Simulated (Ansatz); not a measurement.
This script drives Ansatz 0.2.0, Python API.

`transition_pd.py`
```python
# -*- coding: utf-8 -*-
"""Pressure at which two phases of Pd cross."""

import warnings

import ansatz as az
import numpy as np
from tabulate import tabulate


def hcp(a_site, a):
    return (
        az.Lattice.from_parameters(a, a, 1.633 * a, alpha=90, beta=90, gamma=120)
        .space_group(194)
        .atom(a_site, (1 / 3, 2 / 3, 0.25))
    )


def sc(a_site, a):
    return (
        az.Lattice.cubic(a)
        .space_group(221)
        .atom(a_site, (0, 0, 0))
    )


def ground_state(name, crystal, pressure=0.0):
    calc = (
        crystal.calculation()
        .basis(28 * az.Ry, xc_grid=2)
        .functional("r2scan", dispersion="d3bjatm")
        .scf(extra_bands=8)
        .kpoints(spacing=0.26)  # sampling of the Brillouin zone
        .occupations("cold", width=0.05)  # fractional filling near the Fermi level
    )
    calc = calc.relax(force_tolerance=0.01, cell=True, pressure=pressure)
    return calc.run(threads=1)


def volume_per_atom(outcome):
    return abs(np.linalg.det(outcome.lattice.cell_ang)) / len(outcome.lattice.sites)

warnings.simplefilter("ignore", az.DeckWarning)

phases = {}
phases["hcp"] = hcp("Pd", 2.75)
phases["sc"] = sc("Pd", 2.53)

# H = E + PV, with 1 eV per cubic angstrom equal to 160.2 GPa
pressures = [0, 5, 10, 20]
enthalpy, volume = {name: [] for name in phases}, {name: [] for name in phases}
for p in pressures:
    for name, crystal in phases.items():
        o = ground_state(name, crystal, pressure=p)
        volume[name].append(volume_per_atom(o))
        enthalpy[name].append(o.report["energy_sigma0_ev"] / len(o.lattice.sites) + p * volume[name][-1] / 160.21766)
gap = np.array(enthalpy["sc"]) - np.array(enthalpy["hcp"])
rows = [(p, va, vb, 1000 * d) for p, va, vb, d in zip(pressures, volume["hcp"], volume["sc"], gap)]
print(tabulate(rows, headers=["P (GPa)", "V hcp (A^3/atom)", "V sc (A^3/atom)", "H(sc) - H(hcp) (meV/atom)"], floatfmt=".4f", tablefmt="plain"))
crossings = [p0 - g0 * (p1 - p0) / (g1 - g0) for p0, p1, g0, g1 in zip(pressures, pressures[1:], gap, gap[1:]) if g0 * g1 < 0]
print("crossing near", [round(float(p), 1) for p in crossings], "GPa") if crossings else print("no crossing in this range")
```

It is started by `python transition_pd.py`. How long does it take on 1 thread of Arm Neoverse V1 (shared host), and how much memory does it need?

It took about 2.5 min, with a peak of 0.4 GiB, for 8 runs of the engine.

```console
$ python transition_pd.py
  P (GPa)    V hcp (A^3/atom)    V sc (A^3/atom)    H(sc) - H(hcp) (meV/atom)
        0             14.8558            17.1334                     440.5162
        5             14.4932            16.6033                     508.9149
       10             14.1788            16.1595                     572.7077
       20             13.6598            15.4321                     689.8078
no crossing in this range
```

Notes:
- The settings weren't tested for convergence.
- The cutoff lies under the one recommended for these potentials.
- No spin polarisation was allowed.
- Under the recommended cutoff a pressure can be off by several GPa, even in sign.
- At a fixed pressure a relaxation lowers the enthalpy F + PV, while F alone can rise.
- Dispersion corrections can be off by several per cent in the lattices of metals, and by several GPa in the pressure at a fixed cell.
- For the metals among these phases the mesh is modest: differences between phases can be off by up to 40 meV an atom.
- Only these two structures are compared, at zero temperature and with their symmetry kept; either may be hypothetical, and another phase may be lower than both. Differences under about 40 meV an atom lie within the error of mesh and functional.
- The cells are prototypes set up for this calculation and needn't exist.
- The script silences the warnings on its input, which a real study should read.
